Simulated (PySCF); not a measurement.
# C6H10F2 (1,1-difluorocyclohexane ax): the cost of one run

Programs: PySCF 2.14.0, with density-fitted response routines of our own. Each step states its level of theory. These are calculated values for one molecule, in the gas phase or a continuum, unless marked as measured. Atoms count from 0, in the outputs and in this text.

### 1 The starting structure

18 atoms, charge 0, multiplicity 1; geometry from: GFN2-xTB. The atoms were then displaced at random by about 0.01 Å, so the start is not that level's minimum.

Bonds of the start (Å): F0–C1 1.37, C1–F2 1.38, C1–C3 1.52, C3–C4 1.50, C4–C5 1.52, C5–C6 1.54, C6–C7 1.52, C7–C1 1.54, C3–H8 1.07, C3–H9 1.13, C4–H10 1.09, C4–H11 1.11, C5–H12 1.08, C5–H13 1.08, C6–H14 1.09, C6–H15 1.08, C7–H16 1.09, C7–H17 1.09.

### 2 Optimising the geometry at PBE0-D3(BJ)/def2-TZVP

What the job is given:

```
{"job": {"xc": "PBE0", "basis": "def2-TZVP", "d3": "d3bj", "grid": 2, "shake": 0.01, "kind": "geom"}, "charge": 0, "multiplicity": 1}
F     -1.141220    -1.017120     1.606200
C     -0.922260    -1.064930     0.255190
F     -1.697500    -2.121290    -0.178030
C     -1.358720     0.218370    -0.425470
C     -0.507640     1.384560    -0.028680
C      0.954490     1.098450    -0.335970
C      1.421470    -0.161130     0.411150
C      0.571320    -1.354070     0.009360
H     -1.353250     0.059080    -1.481040
H     -2.433040     0.393780    -0.127840
H     -0.840750     2.285560    -0.536530
H     -0.608960     1.569660     1.060270
H      1.549400     1.952240    -0.048240
H      1.062600     0.948010    -1.402320
H      1.315660    -0.006090     1.486750
H      2.457830    -0.359780     0.197740
H      0.680370    -1.576690    -1.047710
H      0.822660    -2.236660     0.599430
```

Started as:

```console
> OMP_NUM_THREADS=2 python probes_run.py task.json out
```

The driver reads the jobs from task.json and runs them one after another.

Q: Estimate the wall time and peak memory of this first job on 2 threads of Intel Xeon at 2.50GHz, shared host.

About 14 min, with a peak of 2.1 GiB.
